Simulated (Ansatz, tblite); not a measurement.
**The cluster Si4Se4+: rung by rung**

The task here is to estimate one member of a computed series from the others.

Computed with Ansatz 0.2.0, Gaussian basis. Level: as each input shows.

Levels to be run: GFN1-xTB, GFN2-xTB, PBE-D4/def2-TZVP, r2SCAN-D4/def2-TZVP, BLYP-D4/def2-TZVP, LC-ωPBE/def2-TZVP, PBE-D4/def2-SVP, PBE0-D4/def2-SVP, HF/6-31G, B3LYP-D4/6-31G, MP2/def2-SVP, RPA/def2-SVP.

2 further runs of the same task are left out: 2 set aside as unsound or not needed. Runs told in other sessions of the task aren't counted.

**The geometry**

The geometry is that of the doublet, from an earlier relaxation (PBE-D4/def2-SVP). At that level it is the lowest of the isomers that a small search found.

8 atoms, charge 1, spin multiplicity 2.

Bond lengths: Si1–Si3 2.504 Å, Si1–Se6 2.336 Å, Si1–Se7 2.404 Å, Si2–Se5 2.566 Å, Si2–Se6 2.299 Å, Si2–Se7 2.428 Å, Si3–Se5 2.353 Å, Si3–Se8 2.266 Å, Si4–Se5 2.510 Å, Si4–Se7 2.673 Å, Si4–Se8 2.368 Å. Angles: Si3–Si1–Se6 100.7°, Si3–Si1–Se7 89.9°, Se6–Si1–Se7 97.0°, Se5–Si2–Se6 110.8°, Se5–Si2–Se7 96.0°, Se6–Si2–Se7 97.3°, Si1–Si3–Se5 105.7°, Si1–Si3–Se8 114.1°, Se5–Si3–Se8 98.4°, Se5–Si4–Se7 91.4°, Se5–Si4–Se8 91.5°, Se7–Si4–Se8 106.4°, Si2–Se5–Si3 87.4°, Si2–Se5–Si4 84.0°, Si3–Se5–Si4 71.7°, Si1–Se6–Si2 78.1°, Si1–Se7–Si2 74.4°, Si1–Se7–Si4 99.4° and more.

Coordinates:

```xyz
8
charge 1, multiplicity 2
Si   -0.9437   -1.0024    1.3981
Si    0.4411   -1.6145   -1.1003
Si    0.6736    0.8966    1.1835
Si   -0.3819    1.6731   -1.3493
Se    1.8041    0.5449   -0.8496
Se    0.4375   -2.8090    0.8646
Se   -1.7357   -0.5726   -0.8311
Se   -0.2950    2.8837    0.6841
```

The ion is computed in the gas phase, without counter-ions or solvent.

PBE0-D4/def2-TZVP was run before; its log isn't repeated, and its numbers join the tables.

Set-up of the first run:

Tight binding, by tblite at 300 K electronic temperature and without a spin-polarisation term:

```python
tblite.interface.Calculator('GFN1-xTB', numbers, positions, charge=1, uhf=1).singlepoint()
```

Tight binding, by tblite at 300 K electronic temperature and without a spin-polarisation term:

```python
tblite.interface.Calculator('GFN2-xTB', numbers, positions, charge=1, uhf=1).singlepoint()
```

start.molden holds the orbitals of an earlier run on this state, given as this run's starting guess.

in.yaml

```yaml
crystal:
  periodic: [false, false, false]
  atoms:
    - {symbol: Si, position_ang: [-0.943727, -1.002367, 1.398126]}
    - {symbol: Si, position_ang: [0.441079, -1.614514, -1.100297]}
    - {symbol: Si, position_ang: [0.673649, 0.896629, 1.183534]}
    - {symbol: Si, position_ang: [-0.381879, 1.673106, -1.349328]}
    - {symbol: Se, position_ang: [1.804120, 0.544924, -0.849595]}
    - {symbol: Se, position_ang: [0.437480, -2.808975, 0.864582]}
    - {symbol: Se, position_ang: [-1.735715, -0.572552, -0.831121]}
    - {symbol: Se, position_ang: [-0.294997, 2.883749, 0.684099]}
basis:
  gaussian: {orbitals: def2-TZVP, initial_orbitals: start.molden}
total_charge: 1
magnetization: {spin_polarized: true, initial_magnetization: 1}
hamiltonian: {xc: pbe, dispersion: d4}
scf: {omitted_lower_state_checks: [starts]}
output: {orbitals: {seedname: orbitals}}
```

The run is started by

```console
ansatz run in.yaml --threads 4 --pin off --events-out ev --progress --plain --max-ram 6963MiB
```

Among the steps run: PBE-D4/def2-TZVP; r2SCAN-D4/def2-TZVP; BLYP-D4/def2-TZVP; LC-ωPBE/def2-TZVP; PBE-D4/def2-SVP; PBE0-D4/def2-SVP; HF/6-31G; B3LYP-D4/6-31G; MP2/def2-SVP; RPA/def2-SVP.

One of the session's tables, all rows but one given; the rest of the session is left out.

```
              level  HOMO (eV)  LUMO (eV)  gap (eV)
           HF/6-31G     -12.23      -5.87      6.37
    PBE-D4/def2-SVP      -9.60      -9.17      0.43
   PBE-D4/def2-TZVP      -9.48      -9.04      0.44
  BLYP-D4/def2-TZVP      -9.28      -8.89      0.39
r2SCAN-D4/def2-TZVP      -9.73      -9.02      0.72
     B3LYP-D4/6-31G          ?          ?         ?
   PBE0-D4/def2-SVP     -10.48      -8.67      1.81
  PBE0-D4/def2-TZVP     -10.32      -8.49      1.83
  LC-ωPBE/def2-TZVP     -12.31      -6.66      5.66
```

Q: Estimate the row for B3LYP-D4/6-31G from the others.

**Answer.** HOMO (eV): -10.46; LUMO (eV): -9.07; gap (eV): 1.39. In the column «HOMO (eV)» it lies between PBE0-D4/def2-SVP (-10.48) and PBE0-D4/def2-TZVP (-10.32).
